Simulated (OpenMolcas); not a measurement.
**Re⁴⁺ among point charges: CASSCF and CASPT2 levels and susceptibility**

How does a field of 6 point charges split the states of Re⁴⁺, and what χT follows?

Program: OpenMolcas 26.06. Level of theory: state-averaged CASSCF and CASPT2, spin-orbit coupling by RASSI with atomic mean-field integrals. These are calculated values, not measurements, unless marked.

## (1) The atom as given

- Species: Re⁴⁺ (rhenium, Z = 75, 71 electrons)
- Basis: ANO-RCC-VDZP [7s6p4d2f1g], 68 functions
- Scalar Hamiltonian: DKH2, point nucleus
- Inactive shells: 1s 2s 2p 3s 3p 3d 4s 4p 4d 4f 5s 5p
- Active space: 3 electrons in 5 orbitals (5d)
- Some configurations of this space: 5d³
- Orbitals: optimised for each spin and parity, averaged over all roots

The outer shells:

5d3
```
5d [↑ ][↑ ][↑ ][  ][  ]
```

The ion sits among 6 point charges of -1.7 e arranged as an octahedron (Oh), 2.26 Å from the ion.

The work runs as a chain of OpenMolcas steps in one folder; each step below is one input file. Labels, J, g values, rates, χT and fits are worked out afterwards by a script from the matrices that RASSI stores. The input lists half of the charges; inversion (Group=XYZ) makes the rest.

## (2) GATEWAY and SEWARD: basis and integrals

Input file a.inp:

```
&GATEWAY
Coord
1

Re 0.0 0.0 0.0
Basis=ANO-RCC-VDZP
Group=XYZ
NoMove
AngMom=0.0 0.0 0.0
AMFI
XField
3 Angstrom 0
2.260000 0.000000 0.000000 -1.700000
0.000000 2.260000 0.000000 -1.700000
0.000000 0.000000 2.260000 -1.700000
&SEWARD
```

Launch:

```console
$ OMP_NUM_THREADS=1 MOLCAS_MEM=1689 MOLCAS_PROJECT=a pymolcas a.inp > a.log
```

## (3) Reference wave functions, quartets of even parity, 10 roots

Input file a.inp:

```
&RASSCF
FileOrb=start.orb
Symmetry=1
Spin=4
nActEl=3 0 0
Inactive=15 19
Ras2=5 0
CIRoot=10 10 1
SDav=10
CIMx=300
Iter=120 100
PrWF=0.3
OrbListing=Nothing
MaxOrb=0
>>> COPY $Project.JobIph JOB001
```

start.orb holds the contracted functions of the basis, ordered by shell, or the orbitals of the step before.

## (4) Reference wave functions, doublets of even parity, 40 roots

Input file a.inp:

```
&RASSCF
FileOrb=start.orb
Symmetry=1
Spin=2
nActEl=3 0 0
Inactive=15 19
Ras2=5 0
CIRoot=40 40 1
SDav=40
CIMx=300
Iter=120 100
PrWF=0.3
OrbListing=Nothing
MaxOrb=0
>>> COPY $Project.JobIph JOB002
```

## (5) State interaction with spin-orbit coupling

Input file a.inp:

```
&RASSI
NrOfJobIphs=2 10 40
1 2 3 4 5 6 7 8 9 10
1 2 3 4 5 6 7 8 9 10 11 12 13 14 15 16 17 18 19 20 21 22 23 24 25 26 27
28 29 30 31 32 33 34 35 36 37 38 39 40
IphNames
JOB001
JOB002
EJob
SpinOrbit
DIPRint=1.0
SOCoupling=1000.0
Subsets=2
Property=9
'ANGMOM' 1 'ANGMOM' 2 'ANGMOM' 3 'MLTPL  1' 1 'MLTPL  1' 2 'MLTPL  1' 3
'AMFI' 1 'AMFI' 2 'AMFI' 3
SOProperty=3
'ANGMOM' 1 'ANGMOM' 2 'ANGMOM' 3
```

## (6) CASPT2: IPEA 0.25, imaginary shift 0.1 (closed shells correlated: 5s 5p)

Input file a.inp:

```
>>> COPY JOB001 $Project.JobIph
&CASPT2
Multistate=10 1 2 3 4 5 6 7 8 9 10
NoMult
Frozen=14 16
IPEA=0.25
Imaginary=0.1
MaxIter=60
WThr=0.0 0.3 0.05
PrWF=0.5
NoMix
>>> COPY JOB002 $Project.JobIph
&CASPT2
Multistate=40 1 2 3 4 5 6 7 8 9 10 11 12 13 14 15 16 17 18 19 20 21 22
23 24 25 26 27 28 29 30 31 32 33 34 35 36 37 38 39 40
NoMult
Frozen=14 16
IPEA=0.25
Imaginary=0.1
MaxIter=60
WThr=0.0 0.3 0.05
PrWF=0.5
NoMix
```

(Steps that only read results are left out.)

**Question.** What will these runs give? Wanted: spin-free ground state; first state of the same spin within the active space; lowest level; next level.

**Answer**, as computed:

| quantity | value |
| --- | --- |
| method | SS-CASPT2, IPEA 0.25, imaginary shift 0.1 (closed shells correlated: 5s 5p) |
| spin-free ground state | 4A2, 1-fold in its orbital part |
| first state of the same spin within the active space | 4T2 at 6570 cm⁻¹ |
| lowest level | 4-fold Γ8 |
| next level | 6676.3 cm⁻¹ |
| χT at 300 K | 0.19 cm³ K/mol |
| effective moment at 300 K | 1.23 μB |

Cost by method:

| method | time of its own steps | time with the reference |
| --- | --- | --- |
| A. CASSCF | 11 s | 11 s |
| B. SS-CASPT2, IPEA 0.25, imaginary shift 0.1, +5s 5p | 5.6 s | 17 s |

Times are of one thread on a shared host.

In words: The spin-free ground state (4A2) comes to 100 % from free-ion F terms and keeps the highest spin of the shell. χT at 300 K is 0.19, against 1.88 cm³ K/mol for the spin alone, so spin-orbit coupling lowers it. CASPT2 does not keep the components of a term degenerate, and the means are used. The field of point charges can differ much from that of real complexes. Point charges carry no covalency, so the field is a model and not that of real ligands.
